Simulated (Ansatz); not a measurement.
**AlAsH₆: taking an electron away**

One table from this session's results is given with a row withheld; the runs are named, their logs left out.

Computed with Ansatz 0.2.0, Gaussian basis. Level: unrestricted cation, the program's frozen cores in correlated methods.

Plan: UKS PBE-D4/def2-TZVPP; UKS r2SCAN-D4/def2-TZVPP; UKS PBE0-D4/def2-TZVPP; UKS B3LYP-D4/def2-TZVPP; UKS wB97X-V/def2-TZVPP; UKS wB97M-V/def2-TZVPP; UKS B2PLYP/def2-TZVPP; UHF-CCSD(T)/def2-TZVPP; UHF-MP2/def2-QZVPP; extrapolation to the limit; then −ε(HOMO) from the neutral's earlier runs with LDA (SPW92), PBE-D4, revPBE-D4, BLYP-D4, r2SCAN-D4, B97M-V, PBE0-D4, B3LYP-D4, r2SCANh-D4, r2SCAN0-D4, HSE06-D4, BHLYP-D4, CAM-B3LYP-D4, LC-ωPBE, ωB97X-V, ωB97M-V.

### The relaxed structure

The geometry comes from an earlier relaxation with PBE0-D4 in a triple-zeta def2 set; it is a stationary point, not always the lowest conformer.

SMILES `[AlH3-][AsH3+]`, 8 atoms, charge 0, spin multiplicity 1.

Atoms are counted from 1 here; the program's logs count them from 0.

Bond lengths: Al1–As2 2.650 Å, Al1–H3 1.596 Å, Al1–H4 1.596 Å, Al1–H5 1.596 Å, As2–H6 1.508 Å, As2–H7 1.508 Å, As2–H8 1.508 Å. Angles: As2–Al1–H3 96.5°, As2–Al1–H4 96.4°, As2–Al1–H5 96.4°, H3–Al1–H4 118.8°, H3–Al1–H5 118.8°, H4–Al1–H5 118.8°, Al1–As2–H6 120.0°, Al1–As2–H7 120.1°, Al1–As2–H8 120.0°, H6–As2–H7 97.1°, H6–As2–H8 97.1°, H7–As2–H8 97.1°.

The first run:

The input, in.yaml:

```yaml
crystal:
  periodic: [false, false, false]
  atoms:
    - {symbol: Al, position_ang: [-0.535084, 0.191480, -1.434298]}
    - {symbol: As, position_ang: [0.405154, -0.150610, 1.019621]}
    - {symbol: H, position_ang: [0.205578, -1.062345, -2.086652]}
    - {symbol: H, position_ang: [-2.078854, 0.058678, -1.052870]}
    - {symbol: H, position_ang: [0.078112, 1.647620, -1.657882]}
    - {symbol: H, position_ang: [1.209587, 0.941585, 1.677832]}
    - {symbol: H, position_ang: [1.353117, -1.285252, 1.314977]}
    - {symbol: H, position_ang: [-0.545412, -0.398156, 2.163471]}
basis:
  gaussian: {orbitals: def2-TZVPP}
total_charge: 1
magnetization: {spin_polarized: true, initial_magnetization: 1}
hamiltonian: {xc: pbe, dispersion: d4}
```

Steps of the session up to this table: Cation, UKS PBE-D4/def2-TZVPP; Cation, UKS r2SCAN-D4/def2-TZVPP; Cation, UKS PBE0-D4/def2-TZVPP; Cation, UKS B3LYP-D4/def2-TZVPP; Cation, UKS wB97X-V/def2-TZVPP; Cation, UKS wB97M-V/def2-TZVPP; Cation, UKS B2PLYP (frozen core)/def2-TZVPP; Cation, UHF-CCSD(T)/def2-TZVPP; Cation, UHF-MP2/def2-QZVPP.

One of the session's tables, all rows but one given; the rest of the session is left out.

It belongs to the step «Ionisation energies side by side». Orbital estimates, from the neutral's runs:

| functional | −ε(HOMO) (eV) |
| --- | --- |
| LDA (SPW92) | 6.64 |
| PBE-D4 | 6.62 |
| revPBE-D4 | 6.59 |
| BLYP-D4 | 6.54 |
| r2SCAN-D4 | 6.92 |
| B97M-V | 7.03 |
| PBE0-D4 | 7.86 |
| B3LYP-D4 | 7.69 |
| r2SCANh-D4 | ? |
| r2SCAN0-D4 | 8.06 |
| HSE06-D4 | 7.45 |
| BHLYP-D4 | 9.07 |
| CAM-B3LYP-D4 | 9.28 |
| LC-ωPBE | 10.65 |
| ωB97X-V | 10.31 |
| ωB97M-V | 10.11 |

Q: Estimate the row for r2SCANh-D4 from the others.

Worked estimate for «−ε(HOMO) (eV)». Against the share of exact exchange, r2SCAN-D4 (0, 6.92), r2SCAN0-D4 (0.25, 8.06) give a slope of 4.56 per unit share; at 0.1 the line stands at 7.38.

As computed: −ε(HOMO) (eV): 7.37. In «−ε(HOMO) (eV)» the line misses by +0.01.
